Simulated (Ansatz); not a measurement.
# Yb3SeF4: the cost of one run

Program: Ansatz 0.2.0. Level of theory: DFT PBE, scalar-relativistic, plane waves, PAW, unless a step names another level. These are calculated values, not measurements.

8 further runs of the same task are left out: 5 that didn't finish, 3 set aside as unsound or not needed. Runs told in other sessions of the task aren't counted.

**1. What the formula suggests**

Pauling electronegativities: Yb 1.10, Se 2.55, F 3.98 (spread 2.88). The formula balances with common oxidation states: Yb +2, F -1, Se -2. Tabulated atomic sizes suggest about 17 Å³/atom. 25 candidates were drawn, by swapping species into database cells of other compounds, at random by space group and Wyckoff sites, or by hand, as the table says; time allowed 22 of them to run, and these are listed.

| name | made from | space group no. | Wyckoff sites | atoms (primitive cell) | V (Å³/atom) |
| --- | --- | --- | --- | --- | --- |
| c01 | built by hand: P63/mmc fluorite-(111) slab polytype with prismatic Se | 194 | Yb 4f, 2a; Se 2d; F 4f, 4e | 16 | 17.3 |
| c02 | random | 99 | Yb 1b, 2c; Se 1a; F 4f | 8 | 19.4 |
| c04 | random | 123 | Yb 1c, 2g; Se 1b; F 4k | 8 | 20.0 |
| c07 | database cell of MgZn3S4 | 215 | Yb 3d; Se 1b; F 4e | 8 | 18.9 |
| c08 | database cell of K3SbS4 | 217 | Yb 6b; Se 2a; F 8c | 8 | 18.1 |
| c09 | database cell of Zn3CdSe4 | 215 | Yb 3c; Se 1a; F 4e | 8 | 19.4 |
| c10 | random | 221 | Yb 3d; Se 1b; F 1a, 3c | 8 | 21.0 |
| c11 | database cell of BaMg4Ge3 | 123 | Yb 1b, 2h; Se 1a; F 4i | 8 | 20.9 |
| c12 | database cell of Mg3ZnO4 | 123 | Yb 2h, 1b; Se 1a; F 2g, 1c, 1d | 8 | 14.7 |
| c13 | random | 189 | Yb 3f; Se 1b; F 3g, 1a | 8 | 20.5 |
| c14 | random | 216 | Yb 4b, 4c, 4d; Se 4a; F 16e | 8 | 17.4 |
| c15 | database cell of Cu3PdAu4 | 123 | Yb 2h, 1d; Se 1c; F 2g, 2g | 8 | 16.2 |
| c16 | database cell of CsZn4P3 | 123 | Yb 2h, 1a; Se 1b; F 4i | 8 | 18.2 |
| c17 | random | 187 | Yb 3j; Se 1b; F 1e, 1c, 2g | 8 | 20.7 |
| c18 | random | 191 | Yb 1a, 2c; Se 1b; F 4h | 8 | 19.4 |
| c19 | random | 139 | Yb 4d, 2a; Se 2b; F 8f | 8 | 22.3 |
| c20 | random | 189 | Yb 3g; Se 1b; F 1a, 3f | 8 | 19.7 |
| c21 | built by hand: P4/mmm fluorite-(001) slab intergrowth, thickened La2O2Te-like | 123 | Yb 1a, 2h; Se 1b; F 4i | 8 | 17.3 |
| c22 | random | 123 | Yb 1b, 2g; Se 1d; F 4i | 8 | 21.9 |
| c23 | random | 216 | Yb 4a, 4b, 4d; Se 4c; F 16e | 8 | 19.1 |
| c24 | random | 65 | Yb 2a, 4f; Se 2b; F 8n | 8 | 21.9 |
| c25 | random | 187 | Yb 2h, 1c; Se 1b; F 1a, 3j | 8 | 20.6 |

**2. Screening run of c01**

File input.yaml:

```yaml
crystal:
  lattice:
    - [4.0, 0.0, 0.0]
    - [-2.0, 3.46410162, 0.0]
    - [0.0, 0.0, 19.95]
  atoms:
    - { symbol: Yb, position: [0.33343333, 0.66676667, 0.34], spin: 1.0 }
    - { symbol: Yb, position: [0.66656667, 0.33323333, 0.66], spin: 1.0 }
    - { symbol: Yb, position: [0.0, 0.0, 0.5], spin: 1.0 }
    - { symbol: Yb, position: [0.33333333, 0.66656667, 0.16], spin: 1.0 }
    - { symbol: Yb, position: [0.66666667, 0.33343333, 0.84], spin: 1.0 }
    - { symbol: Yb, position: [0.0, 0.0, 0.0], spin: 1.0 }
    - { symbol: Se, position: [0.33333333, 0.66666667, 0.75] }
    - { symbol: Se, position: [0.66666667, 0.33333333, 0.25] }
    - { symbol: F, position: [0.33343333, 0.66676667, 0.46] }
    - { symbol: F, position: [0.66656667, 0.33323333, 0.54] }
    - { symbol: F, position: [0.0, 0.0, 0.379] }
    - { symbol: F, position: [0.0, 0.0, 0.621] }
    - { symbol: F, position: [0.33333333, 0.66656667, 0.04] }
    - { symbol: F, position: [0.66666667, 0.33343333, 0.96] }
    - { symbol: F, position: [0.0, 0.0, 0.879] }
    - { symbol: F, position: [0.0, 0.0, 0.121] }
basis:
  ecutwfc: 420
kpoints:
  mp_grid: { grid: [4, 4, 1] }
hamiltonian:
  xc: pbe
scf:
  occupations: { method: gaussian, width: 0.15 }
  lower_state_search: "off"
output:
  forces: true
  stress: true
  eigenvalues: true
  populations: true
magnetization:
  spin_polarized: true
relax:
  adjacent_minimum: "off"
  f_tol: 0.08
  max_steps: 16
  cell: { stress_tol: 0.8 }
```

Command:

```
$ ansatz run input.yaml --threads 1 --pin off --max-ram 2560MiB --backend cpu --events-out ev --progress --plain --runs-dir out
```

What time and memory should one allow on 1 thread of Arm Neoverse V2, shared host?

About 8.8 min, with a peak of 1.1 GiB.
